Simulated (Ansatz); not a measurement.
SbPd3, space group Pm-3m, a check of PAW against all-electron LAPW

With Ansatz 0.2.0, Python API.

Typed at the interpreter:
```pycon
>>> import ansatz as az
>>> import numpy as np
>>> from tabulate import tabulate
>>> def count_gap(report):
...     # lowest empty less highest filled band, counting bands; zero where they overlap
...     return max(report.get("gap_by_band_count_ev") or 0.0, 0.0)
...
>>> structure = (
...     az.Lattice.cubic(4.026512)
...     .space_group(221)
...     .atom("Sb", [0.0, 0.0, 0.0])
...     .atom("Pd", [0.0, 0.5, 0.5])
... )
>>> base = (
...     structure.calculation()
...     .functional(az.Functional.LDA)
...     .occupations("methfessel_paxton", width=0.15)
...     .kpoints(spacing=0.26)
...     .stress()
...     .forces()
...     .band_table()
... )
>>> variants = {
...     "PAW": base.pseudopotentials("paw"),
...     "LAPW": base.pseudopotentials("all_electron", lapw=True),
... }
>>> # totals differ by the cores that each treatment holds, so compare what does not depend on them
>>> rows = []
>>> for label, variant in variants.items():
...     rep = variant.run(threads=1, pin="off").report
...     levels = np.array(rep["eigenvalues_ev"][0]) - rep["fermi_energy_ev"]
...     print(label, "levels at the first k-point near E_F:", np.round(levels[np.abs(levels) < 5], 3))
...     rows.append((label, rep["n_electrons"], np.trace(rep["stress_gpa"]) / 3, count_gap(rep)))
...
DeckWarning: basis.ecutwfc = 420 eV, auto-derived from the records' recommended cutoffs: set by Sb (normal level)
PAW levels at the first k-point near E_F: [-4.877 -4.877 -4.745 -4.745 -4.745 -2.575 -2.575 -2.575 -1.925 -1.925
 -1.925 -1.441 -1.441 -0.947 -0.498 -0.498 -0.498  1.429]
LAPW levels at the first k-point near E_F: [-4.882 -4.882 -4.752 -4.752 -4.752 -2.575 -2.575 -2.575 -1.927 -1.927
 -1.927 -1.444 -1.444 -0.945 -0.499 -0.499 -0.499  1.433]
>>> print(tabulate(rows, headers=["treatment", "electrons in bands", "P GPa", "gap by band count eV"], floatfmt=".4f", tablefmt="plain"))
treatment      electrons in bands    P GPa    gap by band count eV
PAW                       69.0000  -8.9502                  0.0000
LAPW                     107.0000  -8.9526                  0.0000
```

PAW gives -8.950 GPa and LAPW -8.953 GPa, 0.002 GPa apart. They took 2.4 and 34.6 s of processor time.

No spin polarisation was allowed. The mesh is modest for a metal, so energies can be off by several to tens of meV an atom and pressures by half a GPa or more; differences at equal mesh fare better. A gap by band count of zero or less means overlapping bands, a metal, and at an odd count of electrons it is no gap at all. At these settings the cell as given stands under about -9 GPa, so it isn't at this functional's equilibrium volume. The structure comes from a database of computed cells and needn't be a stable or known phase. Levels are Kohn-Sham eigenvalues on this mesh, without spin-orbit coupling. Warnings are shown shortened and without file and line. Pressure is positive in compression; the treatments may keep other shells as core, so totals and counts of electrons can differ. Hardware and time: 38 s on 1 thread of Arm Neoverse V2 (shared host), peak memory 0.68 GiB.
